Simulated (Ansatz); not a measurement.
Consider a check of PAW against all-electron LAPW of YbSn3, space group Pm-3m (Ansatz's Python interface).

`paw_lapw.py`:
```python
'''Checking the PAW result for YbSn3 with LAPW.'''

import ansatz as az
import numpy as np


def count_gap(report):
    # lowest empty less highest filled band, counting bands; zero where they overlap
    return max(report.get('gap_by_band_count_ev') or 0.0, 0.0)


def main() -> None:
    system = (
        az.Lattice.cubic(4.861)
        .space_group(221)
        .atom('Yb', [0.0, 0.0, 0.0])
        .atom('Sn', [0.0, 0.5, 0.5])
    )

    model = (
        system.calculation()
        .functional('LDA')
        .kpoints(5)
        .occupations('gaussian', width=0.05)
        .stress()
        .forces()
        .band_table()
    )
    variants = {
        'PAW': model.pseudopotentials('paw'),
        'LAPW': model.pseudopotentials('all_electron', lapw=True),
    }
    # totals differ by the cores that each treatment holds, so compare what does not depend on them
    rows = []
    for label, variant in variants.items():
        r = variant.run().report
        levels = np.array(r['eigenvalues_ev'][0]) - r['fermi_energy_ev']
        print(label, 'levels at the first k-point near E_F:', np.round(levels[np.abs(levels) < 5], 3))
        rows.append((label, r['n_electrons'], np.trace(r['stress_gpa']) / 3, count_gap(r)))
    for row in rows:
        print('; '.join(f'{name} = {round(v, 4) if isinstance(v, float) else v}' for name, v in zip(['treatment', 'electrons in bands', 'P GPa', 'gap by band count eV'], row)))


if __name__ == '__main__':
    main()
```

How well do the two treatments of the cores agree on the pressure?

PAW gives -7.277 GPa and LAPW -7.271 GPa, 0.006 GPa apart. They took 2.3 and 21.6 s of processor time.

What the script printed:

```console
$ python paw_lapw.py
DeckWarning: basis.ecutwfc = 420 eV, auto-derived from the records' recommended cutoffs: set by Yb (normal level)
PAW levels at the first k-point near E_F: [-2.503 -2.503 -2.503 -0.533 -0.533 -0.533 -0.465 -0.403 -0.403 -0.403
  1.172  2.144  2.144  2.144  2.732  2.732  2.732  2.868]
LAPW levels at the first k-point near E_F: [-2.503 -2.503 -2.503 -0.535 -0.535 -0.535 -0.467 -0.405 -0.405 -0.405
  1.175  2.143  2.143  2.143  2.735  2.735  2.735  2.87   2.87   4.417
  4.417]
treatment = PAW; electrons in bands = 66.0; P GPa = -7.2765; gap by band count eV = 0.0
treatment = LAPW; electrons in bands = 100.0; P GPa = -7.271; gap by band count eV = 0.0
```
(Warnings from the package without file and line.)

What to keep in mind:
- Semilocal functionals put the nearly full 4f shell of Yb too close to the Fermi level.
- The computed bands are complete only to about 2.9 eV above the Fermi level.
- For a metal this k-point mesh is coarse: on a finer one energies can move by several to tens of meV an atom and pressures by half a GPa or more, differences at one mesh by less.
- A gap by band count of zero or less means overlapping bands, a metal.
- At these settings the cell as given stands under about -7 GPa, so it isn't at this functional's equilibrium volume.
- The structure is a deposited one; some such entries were measured under pressure or heat, so a shift against it needn't be the functional's error alone.
- Gaps and levels are Kohn-Sham values on a finite set of k-points, without spin-orbit coupling.
- Pressure is positive in compression; the treatments may keep other shells as core, so totals and counts of electrons can differ.
- Finished in 25 s on 1 thread of Intel(R) Xeon(R) Processor @ 2.30GHz, on a shared host, peak memory 0.68 GiB.
